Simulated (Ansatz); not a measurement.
# GeS (germanium sulfide) at 6 levels

We compute a comparison of 6 runs (HF/aug-cc-pVTZ, B2PLYP/aug-cc-pVTZ, HSE06/aug-cc-pVTZ, wB97M-V/aug-cc-pVTZ, BCCD(T)/aug-cc-pVTZ, CCSD(T)/aug-cc-pVTZ) of GeS (germanium sulfide). 

Program for the calculation: Ansatz 0.2.0.

30 further runs of the same task are left out: 30 set aside as unsound or not needed.

### 1 Starting point

The species is GeS (2 atoms), meant as a singlet with charge 0. SMILES: `[S+]#[Ge-]`. The S1–Ge2 distance was set to 3.018 Å, away from the relaxed value.

Bond lengths: S1–Ge2 3.018 Å.

### 2 The energy at HF/aug-cc-pVTZ (run 1)

Contents of in.yaml:

```yaml
crystal:
  periodic: [false, false, false]
  atoms:
    - symbol: S
      position_ang: [0.000000, 0.000000, -1.006014]
    - symbol: Ge
      position_ang: [0.000000, 0.000000, 2.012086]
basis:
  gaussian: {orbitals: aug-cc-pVTZ}
hamiltonian: {xc: hf}
accuracy: high
output: {orbitals: {seedname: orbitals}}
```

Started as:

```sh
$ ansatz run in.yaml --threads 1 --pin off --max-ram 3480MiB --events-out events.jsonl --progress --plain --runs-dir runs
```

Log:

```text
Warning: RAYON_NUM_THREADS=1 ignored (pool sized by the plan → 1); use --threads N
Functional definition: HF
  name "HF"
  exchange = exact_x
  correlation = 0
1393 factors; integrals over basis functions are off by at most 4.8e-9 eV
mean field evaluation 1: about -67280.4436 eV, gradient 3.5e1 eV
mean field evaluation 2: about -67280.4713 eV, gradient 3.5e1 eV
mean field evaluation 4: about -67287.8336 eV, gradient 7.9e0 eV
mean field evaluation 8: about -67288.4374 eV, gradient 2.0e0 eV
mean field evaluation 16: about -67288.6356 eV, gradient 8.4e-2 eV
mean field evaluation 32: about -67279.6580 eV, gradient 2.9e1 eV
mean field evaluation 64: about -67287.0881 eV, gradient 1.0e1 eV
mean field evaluation 96: about -67286.3168 eV, gradient 1.1e0 eV
mean field evaluation 128: about -67288.2776 eV, gradient 2.0e0 eV
mean field -67288.63572992 eV, -2472.8117531992 hartree, gradient 1.6e-8 eV, S^2 0.000000; 0 other end points of the search recorded, 0 dependent functions left out
reference -67288.63572992 eV, -2472.8117531992 hartree; 24, 24 occupied and 85, 85 virtual orbitals, 1393 factors
Total energy: -67288.63572992 eV, -2472.8117531992 hartree
```

Wall time 6.9 s (1 thread of Arm Neoverse V1, shared host); peak memory 0.3 GiB.

### 3 The energy at B2PLYP/aug-cc-pVTZ (run 2)

Contents of job.yaml:

```yaml
crystal:
  periodic: [false, false, false]
  atoms:
    - symbol: S
      position_ang: [0.000000, 0.000000, -1.006014]
    - symbol: Ge
      position_ang: [0.000000, 0.000000, 2.012086]
basis:
  gaussian:
    orbitals: aug-cc-pVTZ
hamiltonian:
  xc: {name: B2PLYP}
correlation:
  frozen_orbitals: {Ge: 9, S: 5}
accuracy: high
output: {orbitals: {seedname: orbitals}}
```

Started as:

```sh
$ ansatz run job.yaml --threads 1 --pin off --max-ram 3480MiB --events-out events.jsonl --progress --plain --runs-dir runs
```

Log (excerpt; [...] marks lines left out):

```text
Warning: RAYON_NUM_THREADS=1 ignored (pool sized by the plan → 1); use --threads N
Functional definition: B2PLYP
  name "B2PLYP"
[...]
1393 factors; integrals over basis functions are off by at most 4.8e-9 eV
[...]
mean field -67334.50538752 eV, -2474.4974320243 hartree, gradient 2.1e-8 eV, S^2 0.000000; 4 other end points of the search recorded, 0 dependent functions left out; unrestricted orbitals would lower it
14 core orbitals not correlated: weight in the atoms' cores, before any rotation towards them, 1.000 or more for the frozen orbitals, at most 0.000 for the correlated occupied ones
reference -67334.50540560 eV, -2474.4974326888 hartree; 10, 10 occupied and 85, 85 virtual orbitals, 1393 factors
second order -14.78474596 eV of doubles, -0.00000000 eV of singles
Total energy: -67338.49728701 eV, -2474.6441316248 hartree
```

Wall time 20 s (1 thread of Arm Neoverse V1, shared host); peak memory 0.36 GiB.

Run 3 isn't shown in full; the table further down has it.

### 4 A single-point energy at wB97M-V/aug-cc-pVTZ (run 4)

Contents of in.yaml:

```yaml
crystal:
  periodic: [false, false, false]
  atoms:
    - {symbol: S, position_ang: [0.000000, 0.000000, -1.006014]}
    - {symbol: Ge, position_ang: [0.000000, 0.000000, 2.012086]}
basis:
  gaussian:
    orbitals: aug-cc-pVTZ
hamiltonian:
  xc: {name: wB97M-V}
output: {orbitals: {seedname: orbitals}}
accuracy: high
```

Started as:

```sh
$ ansatz run in.yaml --threads 1 --pin off --max-ram 3480MiB --events-out events.jsonl --progress --plain --runs-dir runs
```

Log (excerpt; [...] marks lines left out):

```text
Warning: RAYON_NUM_THREADS=1 ignored (pool sized by the plan → 1); use --threads N
Functional definition: wB97M-V
  name "wB97M-V"
[...]
  gx(w, u) = 1 - cx + cx01*u + cx10*w
  gss(w, u) = css00 + css04*u^4 + css10*w + css20*w^2 + css43*w^4*u^3
  gos(w, u) = cos00 + cos10*w + (cos20 + cos21*u)*w^2 + (cos60 + cos61*u)*w^6
[...]
      + integral(e_c_pw_mod_opposite_spin*gos(b97_w_opposite, b97_u_opposite)) + vv10(b, c)
1393 factors; integrals over basis functions are off by at most 4.8e-9 eV
422 factors; integrals over basis functions are off by at most 1.7e-9 eV
[...]
mean field -67347.59964902 eV, -2474.9786372590 hartree, gradient 4.1e-8 eV, S^2 0.000000; 1 other end points of the search recorded, 0 dependent functions left out
reference -67347.59965366 eV, -2474.9786374292 hartree; 24, 24 occupied and 85, 85 virtual orbitals, 1393 factors
Total energy: -67347.59965366 eV, -2474.9786374292 hartree
```

Wall time 74 s (1 thread of Arm Neoverse V1, shared host); peak memory 0.49 GiB.

Run 5 isn't shown in full; the table further down has it.

### 5 A single-point energy at CCSD(T)/aug-cc-pVTZ (run 6)

Contents of input.yaml:

```yaml
crystal:
  periodic: [false, false, false]
  atoms:
    - {symbol: S, position_ang: [0.000000, 0.000000, -1.006014]}
    - {symbol: Ge, position_ang: [0.000000, 0.000000, 2.012086]}
basis:
  gaussian: {orbitals: aug-cc-pVTZ}
correlation: {method: ccsd_t, frozen_orbitals: {Ge: 9, S: 5}}
accuracy: high
scf: {omitted_lower_state_checks: [cluster_reference, increment]}
```

Started as:

```sh
$ ansatz run input.yaml --threads 1 --pin off --max-ram 3480MiB --events-out events.jsonl --progress --plain --runs-dir runs
```

Log (excerpt; [...] marks lines left out):

```text
Warning: RAYON_NUM_THREADS=1 ignored (pool sized by the plan → 1); use --threads N
[... 2 set-up lines as earlier in the session ...]
[...]
1393 factors; integrals over basis functions are off by at most 4.8e-9 eV
[...]
mean field -67288.63572992 eV, -2472.8117531992 hartree, gradient 1.6e-8 eV, S^2 0.000000; 13 other end points of the search recorded, 0 dependent functions left out; unrestricted orbitals would lower it
14 core orbitals not correlated: weight in the atoms' cores, before any rotation towards them, 1.000 or more for the frozen orbitals, at most 0.000 for the correlated occupied ones
reference -67288.63572992 eV, -2472.8117531992 hartree; 10, 10 occupied and 85, 85 virtual orbitals, 1393 factors
second order -8.86096863 eV of doubles, -0.00000000 eV of singles
cycle   1  -9.05543607 eV  change   -1.9e-1 eV  update   2.1e-1
[...]
cycle  31  -10.15998085 eV  change   5.8e-10 eV  update  9.2e-10
perturbative correction -1.51290713 eV, -0.0555983114 hartree
Total energy: -67300.30861789 eV, -2473.2407239200 hartree
Checks for a lower state left out: cluster_reference, increment
```

Run time: 27 s. Hardware: 1 thread of Arm Neoverse V1, shared host; peak memory 0.51 GiB.

### 6 The series

| run | level | frozen core orbitals | energy (Eh) | HOMO energy (eV) | LUMO energy (eV) | HOMO–LUMO gap (eV) | wall time |
| --- | --- | --- | --- | --- | --- | --- | --- |
| 1 | HF/aug-cc-pVTZ | – | -2472.811753 | -8.46 | -1.41 | 7.05 | 6.9 s |
| 2 | B2PLYP/aug-cc-pVTZ | 14 | -2474.644132 | -6.90 | -3.29 | 3.60 | 20 s |
| 3 | HSE06/aug-cc-pVTZ | – | -2474.719087 | -5.96 | -4.54 | 1.42 | 17 s |
| 4 | wB97M-V/aug-cc-pVTZ | – | -2474.978637 | -8.07 | -2.50 | 5.57 | 74 s |
| 5 | BCCD(T)/aug-cc-pVTZ | 14 | -2473.229238 | – | – | – | 32 s |
| 6 | CCSD(T)/aug-cc-pVTZ | 14 | -2473.240724 | – | – | – | 27 s |

### 7 Summary of results

```
                                           quantity           value
                                run 6: total energy  -2473.24072 Eh
run 6: correlation energy (14 core orbitals frozen)      -429.0 mEh
                              run 6: (T) correction      -55.60 mEh
                               run 6: T1 diagnostic           0.135
```

Below the HF energy at the same shape and in the same basis (aug-cc-pVTZ): BCCD(T) -417.5 mEh; CCSD(T) -429.0 mEh. Over runs 1, 2, 3, 4 the HOMO–LUMO gap runs from 1.42 eV (HSE06/aug-cc-pVTZ) to 7.05 eV (HF/aug-cc-pVTZ). Exact exchange widens orbital gaps. Totals of different functionals can't be ranked against each other. In run 6 the T1 diagnostic is large, so a single reference may not serve. In runs 2, 5, 6 the log says that unrestricted orbitals would lower the reference, so the values rest on an unstable closed-shell determinant (other closed-shell runs at this shape may share the fault). All runs together took 2.9 min, the longest 74 s.
